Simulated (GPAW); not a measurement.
# WS (Pm-3m) in GPAW: a series of runs

Runs on WS. Level: PBEsol. Tasks: relaxation of cell and atoms.

Program: GPAW 26.7.0. These are calculated values, not measurements. Logs are shortened: lines on timing, memory, paths and dates and some standing lists are left out, and cuts for length are marked. The log counts tension as positive stress, the text compression.

**1. The crystal as given**

Symmetry: Pm-3m, No. 221, cubic system. Conventional cell: a = 3.008 Å, b = 3.008 Å, c = 3.008 Å, α = 90.00°, β = 90.00°, γ = 90.00°. W (site symmetry m-3m) is surrounded by 8 S at 2.60 Å. S (site symmetry m-3m) has 8 W at 2.60 Å as nearest neighbours.

The cell was built by a generator and needn't be a form met in nature.

**2. Relaxation of cell and atoms, PBEsol**

Input file run.py:

```python
from ase.filters import FrechetCellFilter
from ase.io import read, write
from ase.optimize import BFGS
from gpaw import GPAW, PW, setup_paths

setup_paths.insert(0, '.')

atoms = read('POSCAR')

calc = GPAW(mode=PW(600),
            xc='PBEsol',
            kpts={'size': (9, 9, 9), 'gamma': True},
            occupations={'name': 'fermi-dirac', 'width': 0.05},
            nbands=20,
            convergence={'density': 1e-05, 'forces': 0.0001},
            maxiter=150,
            txt='gpaw.txt')
atoms.calc = calc
opt = BFGS(FrechetCellFilter(atoms), trajectory='relax.traj', logfile='-')
done = opt.run(fmax=0.02, steps=60)
calc.write('gs.gpw')
write('result.traj', atoms)
print('Converged:', done)
print('Cell:', atoms.cell.cellpar().round(4))
print('Volume:', round(atoms.get_volume(), 4))
print(atoms.get_scaled_positions().round(5))
```

Input file POSCAR:

```
WS
1.0
    3.0078900000      0.0000000000      0.0000000000
    0.0000000000      3.0078900000      0.0000000000
    0.0000000000      0.0000000000      3.0078900000
W S
1 1
Direct
    0.5000000000      0.5000000000      0.5000000000
    0.0000000000      0.0000000000      0.0000000000
```

Potentials or basis: PAW data sets generated in the run's folder for this functional, pw.

The run is started by

```bash
$ gpaw-setup -f PBEsol S W
$ OMP_NUM_THREADS=1 python run.py
```

gpaw.txt:

```text
__  _  _
 | _ |_)|_||  |
 |__||  | ||/\| - 26.7.0

Input parameters:
  mode=PW(ecut=600.0),
  convergence={'density': 1e-05, 'forces': 0.0001},
  kpts=MonkhorstPack(size=(9, 9, 9), gamma=True),
  maxiter=150,
  nbands=20,
  occupations=Occupations(name='fermi-dirac', width=0.05),
  xc=XC(name='PBEsol')

Diagonalizing LCAO Hamiltonian
Converting LCAO to pw mode
   .------.
  /|      |
 * |      |
 | | W    |
 | .------.
 |/      /
 S------*

Atoms  # Å, Bohr magnetons
|   | symbol |        x |        y |        z |    initial magnetic moments |
|---|--------|----------|----------|----------|-----------------------------|
| 0 |      W | 1.503945 | 1.503945 | 1.503945 | ( 0.0000,  0.0000,  0.0000) |
| 1 |      S | 0.000000 | 0.000000 | 0.000000 | ( 0.0000,  0.0000,  0.0000) |

Unit cell  # Å
| periodic |        x |        y |        z |  lengths |    angles |
|----------|----------|----------|----------|----------|-----------|
|      yes | 3.007890 | 0.000000 | 0.000000 | 3.007890 | 90.000000 |
|      yes | 0.000000 | 3.007890 | 0.000000 | 3.007890 | 90.000000 |
|      yes | 0.000000 | 0.000000 | 3.007890 | 3.007890 | 90.000000 |

Number of symmetries: 48
Symmetry operations  # r_c * U_cc + t_c -> r_c
|    | kind |            matrix            |
|----|------|------------------------------|
|  0 |  E   |  1, 0, 0,  0, 1, 0,  0, 0, 1 |
|  1 |  σ   |  1, 0, 0,  0, 1, 0,  0, 0,-1 |
|  2 |  σ   |  1, 0, 0,  0, 0, 1,  0, 1, 0 |
|  3 |  C4  |  1, 0, 0,  0, 0, 1,  0,-1, 0 |
|  4 |  C4  |  1, 0, 0,  0, 0,-1,  0, 1, 0 |
|  5 |  σ   |  1, 0, 0,  0, 0,-1,  0,-1, 0 |
|  6 |  σ   |  1, 0, 0,  0,-1, 0,  0, 0, 1 |
|  7 |  C2  |  1, 0, 0,  0,-1, 0,  0, 0,-1 |
|  8 |  σ   |  0, 1, 0,  1, 0, 0,  0, 0, 1 |
|  9 |  C2  |  0, 1, 0,  1, 0, 0,  0, 0,-1 |
| 10 |  C3  |  0, 1, 0,  0, 0, 1,  1, 0, 0 |
| 11 |  S6  |  0, 1, 0,  0, 0, 1, -1, 0, 0 |
| 12 |  S6  |  0, 1, 0,  0, 0,-1,  1, 0, 0 |
| 13 |  C3  |  0, 1, 0,  0, 0,-1, -1, 0, 0 |
[... 168 lines left out ...]
SCF iterations
|iter     | |      energy | eigst |  dens |force |
|---------|-|-------------|-------|-------|------|
|iter:   1| |  -16.739959 | +0.36 |       |      |
|iter:   2| |  -16.753807 | -1.81 | -1.40 |      |
|iter:   3| |  -16.723363 | -2.47 | -1.44 |      |
|iter:   4| |  -16.726132 | -3.58 | -1.92 |      |
|iter:   5| |  -16.725554c| -3.97 | -2.26 |      |
|iter:   6| |  -16.725579c| -4.99 | -2.66 |      |
|iter:   7| |  -16.725579c| -7.49c| -4.13 |      |
|iter:   8| |  -16.725579c| -8.41c| -4.51 |      |
|iter:   9| |  -16.725579c|-10.05c| -5.90c|      |
|iter:  10| |  -16.725579c|-10.55c| -6.35c|-25.01c|

Converged in 10 steps
Energy contributions relative to reference atoms: (reference = -449482.970504)

Energy contributions:
  Kinetic:           2.605195
  Coulomb:          -1.035867
  Zero:              0.014649
  External:          0.000000
  Xc:              -18.303146
  Entropy:          -0.012818
  Spinorbit:         0.000000
  ----------------------------
  Free energy:     -16.731988
  Extrapolated:    -16.725579
[... 23 lines left out ...]
|         16 |        31.182 |     0.000 |
|         17 |        31.182 |     0.000 |
|        ... |               |           |
|         19 |        32.360 |     0.000 |

No gap
No difference between direct/indirect transitions

Stress tensor  # eV/Ang^3
|         x |         y |        z |
|-----------|-----------|----------|
|  0.049070 | -0.000000 | 0.000000 |
| -0.000000 |  0.049070 | 0.000000 |
|  0.000000 |  0.000000 | 0.049070 |

Forces  # eV/Ang
|        x |        y |       z |
|----------|----------|---------|
| -0.00000 | -0.00000 | 0.00000 |  # W    0
|  0.00000 |  0.00000 | 0.00000 |  # S    1

Interpolating wave functions to new cell

            W

       S

Atoms  # Å, Bohr magnetons
|   | symbol |        x |        y |        z |    initial magnetic moments |
|---|--------|----------|----------|----------|-----------------------------|
| 0 |      W | 1.496789 | 1.496789 | 1.496789 | ( 0.0000,  0.0000,  0.0000) |
| 1 |      S | 0.000000 | 0.000000 | 0.000000 | ( 0.0000,  0.0000,  0.0000) |

Unit cell  # Å
| periodic |        x |        y |        z |  lengths |    angles |
|----------|----------|----------|----------|----------|-----------|
|      yes | 2.993579 | 0.000000 | 0.000000 | 2.993579 | 90.000000 |
|      yes | 0.000000 | 2.993579 | 0.000000 | 2.993579 | 90.000000 |
|      yes | 0.000000 | 0.000000 | 2.993579 | 2.993579 | 90.000000 |

Number of symmetries: 48
Symmetry operations  # r_c * U_cc + t_c -> r_c
|    | kind |            matrix            |
|----|------|------------------------------|
|  0 |  E   |  1, 0, 0,  0, 1, 0,  0, 0, 1 |
|  1 |  σ   |  1, 0, 0,  0, 1, 0,  0, 0,-1 |
|  2 |  σ   |  1, 0, 0,  0, 0, 1,  0, 1, 0 |
|  3 |  C4  |  1, 0, 0,  0, 0, 1,  0,-1, 0 |
|  4 |  C4  |  1, 0, 0,  0, 0,-1,  0, 1, 0 |
|  5 |  σ   |  1, 0, 0,  0, 0,-1,  0,-1, 0 |
|  6 |  σ   |  1, 0, 0,  0,-1, 0,  0, 0, 1 |
|  7 |  C2  |  1, 0, 0,  0,-1, 0,  0, 0,-1 |
|  8 |  σ   |  0, 1, 0,  1, 0, 0,  0, 0, 1 |
|  9 |  C2  |  0, 1, 0,  1, 0, 0,  0, 0,-1 |
| 10 |  C3  |  0, 1, 0,  0, 0, 1,  1, 0, 0 |
| 11 |  S6  |  0, 1, 0,  0, 0, 1, -1, 0, 0 |
| 12 |  S6  |  0, 1, 0,  0, 0,-1,  1, 0, 0 |
| 13 |  C3  |  0, 1, 0,  0, 0,-1, -1, 0, 0 |
[... 168 lines left out ...]
SCF iterations
|iter     | |      energy | eigst |  dens |force |
|---------|-|-------------|-------|-------|------|
|iter:   1| |  -16.747301 | -1.87 |       |      |
|iter:   2| |  -16.746093 | -4.70 | -2.11 |      |
|iter:   3| |  -16.740109c| -3.65 | -2.14 |      |
|iter:   4| |  -16.740095c| -5.03 | -2.99 |      |
|iter:   5| |  -16.740125c| -6.09 | -3.54 |      |
|iter:   6| |  -16.740117c| -6.88 | -3.79 |      |
|iter:   7| |  -16.740117c| -7.82c| -4.64 |      |
|iter:   8| |  -16.740117c| -8.17c| -4.99 |      |
|iter:   9| |  -16.740117c| -9.47c| -6.43c|      |
|iter:  10| |  -16.740117c|-10.37c| -6.93c|-24.32c|

Converged in 10 steps
Energy contributions relative to reference atoms: (reference = -449482.970504)

Energy contributions:
  Kinetic:           5.175120
  Coulomb:          -3.107926
  Zero:              0.011057
  External:          0.000000
  Xc:              -18.811830
  Entropy:          -0.013079
  Spinorbit:         0.000000
  ----------------------------
  Free energy:     -16.746656
  Extrapolated:    -16.740117
[... 23 lines left out ...]
|         16 |        31.549 |     0.000 |
|         17 |        31.549 |     0.000 |
|        ... |               |           |
|         19 |        32.672 |     0.000 |

No gap
No difference between direct/indirect transitions

Stress tensor  # eV/Ang^3
|         x |         y |        z |
|-----------|-----------|----------|
|  0.027632 | -0.000000 | 0.000000 |
| -0.000000 |  0.027632 | 0.000000 |
|  0.000000 |  0.000000 | 0.027632 |

Forces  # eV/Ang
|        x |        y |        z |
|----------|----------|----------|
|  0.00000 |  0.00000 |  0.00000 |  # W    0
| -0.00000 | -0.00000 | -0.00000 |  # S    1

Interpolating wave functions to new cell

           W

       S

Atoms  # Å, Bohr magnetons
|   | symbol |         x |        y |        z |    initial magnetic moments |
|---|--------|-----------|----------|----------|-----------------------------|
| 0 |      W |  1.487909 | 1.487909 | 1.487909 | ( 0.0000,  0.0000,  0.0000) |
| 1 |      S | -0.000000 | 0.000000 | 0.000000 | ( 0.0000,  0.0000,  0.0000) |

Unit cell  # Å
| periodic |        x |        y |         z |  lengths |    angles |
|----------|----------|----------|-----------|----------|-----------|
|      yes | 2.975817 | 0.000000 | -0.000000 | 2.975817 | 90.000000 |
|      yes | 0.000000 | 2.975817 | -0.000000 | 2.975817 | 90.000000 |
|      yes | 0.000000 | 0.000000 |  2.975817 | 2.975817 | 90.000000 |

Number of symmetries: 48
Symmetry operations  # r_c * U_cc + t_c -> r_c
|    | kind |            matrix            |
|----|------|------------------------------|
|  0 |  E   |  1, 0, 0,  0, 1, 0,  0, 0, 1 |
|  1 |  σ   |  1, 0, 0,  0, 1, 0,  0, 0,-1 |
|  2 |  σ   |  1, 0, 0,  0, 0, 1,  0, 1, 0 |
|  3 |  C4  |  1, 0, 0,  0, 0, 1,  0,-1, 0 |
|  4 |  C4  |  1, 0, 0,  0, 0,-1,  0, 1, 0 |
|  5 |  σ   |  1, 0, 0,  0, 0,-1,  0,-1, 0 |
|  6 |  σ   |  1, 0, 0,  0,-1, 0,  0, 0, 1 |
|  7 |  C2  |  1, 0, 0,  0,-1, 0,  0, 0,-1 |
|  8 |  σ   |  0, 1, 0,  1, 0, 0,  0, 0, 1 |
|  9 |  C2  |  0, 1, 0,  1, 0, 0,  0, 0,-1 |
| 10 |  C3  |  0, 1, 0,  0, 0, 1,  1, 0, 0 |
| 11 |  S6  |  0, 1, 0,  0, 0, 1, -1, 0, 0 |
| 12 |  S6  |  0, 1, 0,  0, 0,-1,  1, 0, 0 |
| 13 |  C3  |  0, 1, 0,  0, 0,-1, -1, 0, 0 |
[... 168 lines left out ...]
SCF iterations
|iter     | |      energy | eigst |  dens |force |
|---------|-|-------------|-------|-------|------|
|iter:   1| |  -16.757020 | -1.68 |       |      |
|iter:   2| |  -16.755190 | -4.53 | -2.02 |      |
|iter:   3| |  -16.746063 | -3.48 | -2.05 |      |
|iter:   4| |  -16.746047c| -4.86 | -2.89 |      |
|iter:   5| |  -16.746091c| -5.89 | -3.45 |      |
|iter:   6| |  -16.746083c| -6.93 | -3.81 |      |
|iter:   7| |  -16.746083c| -7.75c| -4.57 |      |
|iter:   8| |  -16.746083c| -8.11c| -4.95 |      |
|iter:   9| |  -16.746083c| -9.46c| -6.45c|      |
|iter:  10| |  -16.746083c|-10.34c| -6.85c|-25.07c|

Converged in 10 steps
Energy contributions relative to reference atoms: (reference = -449482.970504)

Energy contributions:
  Kinetic:           8.522379
  Coulomb:          -5.807152
  Zero:              0.006206
  External:          0.000000
  Xc:              -19.460822
  Entropy:          -0.013387
  Spinorbit:         0.000000
  ----------------------------
  Free energy:     -16.752776
  Extrapolated:    -16.746083
[... 23 lines left out ...]
|         16 |        32.014 |     0.000 |
|         17 |        32.014 |     0.000 |
|        ... |               |           |
|         19 |        33.085 |     0.000 |

No gap
No difference between direct/indirect transitions

Stress tensor  # eV/Ang^3
|         x |         y |         z |
|-----------|-----------|-----------|
| -0.001242 |  0.000000 |  0.000000 |
|  0.000000 | -0.001242 |  0.000000 |
|  0.000000 |  0.000000 | -0.001242 |

Forces  # eV/Ang
|        x |        y |       z |
|----------|----------|---------|
| -0.00000 |  0.00000 | 0.00000 |  # W    0
| -0.00000 | -0.00000 | 0.00000 |  # S    1

# Writing to gs.gpw (mode='')
```

It took 42 s on 1 thread of Arm Neoverse V1, shared host; peak memory 0.17 GiB.

What came out:

```yaml
Free_energy: -16.7528 eV
Relaxed_volume: 13.18 Å³/atom
Relaxed_cell: a = 2.976 Å, b = 2.976 Å, c = 2.976 Å, α = 90.00°, β = 90.00°, γ = 90.00°
Space_group_after_relaxing_to_0.05_Å: Pm-3m (No. 221)
Energy_gained_by_relaxing: 10.3 meV/atom
Ionic_steps: 3
Pressure_after_relaxing: 0.2 GPa
Band_gap_on_the_k_mesh: none (metal or under the smearing width)
```

The path:
| step | energy change (eV) | largest force (eV/Å) | pressure (GPa) | volume (Å³) |
| --- | --- | --- | --- | --- |
| 1 | 0.0000 | 0.0000 | -7.86 | 27.21 |
| 2 | -0.0145 | 0.0000 | -4.43 | 26.83 |
| 3 | -0.0205 | 0.0000 | 0.20 | 26.35 |

Final structure:
```
CELL_PARAMETERS angstrom
2.97582 0.00000 0.00000
0.00000 2.97582 0.00000
0.00000 0.00000 2.97582
ATOMIC_POSITIONS crystal
W 0.50000 0.50000 0.50000
S 0.00000 0.00000 0.00000
```

Caveat: later steps reuse the first step's grids. Spin-orbit coupling is left out, which matters for the levels of W.

**3. Relaxation of cell and atoms, PBEsol, target pressure 2 GPa, at which the enthalpy is minimised**

Edit run.py of step 2 so:

```diff
@@ -3,2 +3,3 @@
 from ase.optimize import BFGS
+from ase.units import GPa
 from gpaw import GPAW, PW, setup_paths
@@ -18,3 +19,3 @@
 atoms.calc = calc
-opt = BFGS(FrechetCellFilter(atoms), trajectory='relax.traj', logfile='-')
+opt = BFGS(FrechetCellFilter(atoms, scalar_pressure=2 * GPa), trajectory='relax.traj', logfile='-')
 done = opt.run(fmax=0.02, steps=60)
```

POSCAR is that of step 2.

Potentials or basis: PAW data sets generated in the run's folder for this functional, pw.

The run is started by

```bash
$ gpaw-setup -f PBEsol S W
$ OMP_NUM_THREADS=1 python run.py
```

It took 51 s on 1 thread of Arm Neoverse V1, shared host; peak memory 0.2 GiB.

The run converged. Its results:

```yaml
Free_energy: -16.7515 eV
Relaxed_volume: 13.09 Å³/atom
Relaxed_cell: a = 2.969 Å, b = 2.969 Å, c = 2.969 Å, α = 90.00°, β = 90.00°, γ = 90.00°
Space_group_after_relaxing_to_0.05_Å: Pm-3m (No. 221)
Energy_change_on_relaxing_the_enthalpy_is_what_falls: -9.6 meV/atom
Ionic_steps: 4
Pressure_after_relaxing: 2.0 GPa
Band_gap_on_the_k_mesh: none (metal or under the smearing width)
```

Step by step:
| step | energy change (eV) | largest force (eV/Å) | pressure (GPa) | volume (Å³) |
| --- | --- | --- | --- | --- |
| 1 | 0.0000 | 0.0000 | -7.86 | 27.21 |
| 2 | -0.0169 | 0.0000 | -3.52 | 26.73 |
| 3 | -0.0188 | 0.0000 | 2.31 | 26.15 |
| 4 | -0.0192 | 0.0000 | 1.99 | 26.18 |

Final structure:
```
CELL_PARAMETERS angstrom
2.96934 0.00000 0.00000
0.00000 2.96934 0.00000
0.00000 0.00000 2.96934
ATOMIC_POSITIONS crystal
W 0.50000 0.50000 0.50000
S 0.00000 0.00000 0.00000
```

Levels at points of the mesh, in eV from the Fermi level:
| k point | band 7 | band 8 | band 9 | band 10 | band 11 | band 12 | band 13 | band 14 |
| --- | --- | --- | --- | --- | --- | --- | --- | --- |
| (0.00, 0.00, 0.00) | -4.81 | -2.81 | -2.81 | -2.81 | 1.24 | 1.24 | 1.24 | 2.86 |

Caveat: later steps reuse the first step's grids. The run has no spin-orbit coupling, so splittings on W are missing.

(Continued in part 2 of 3.)
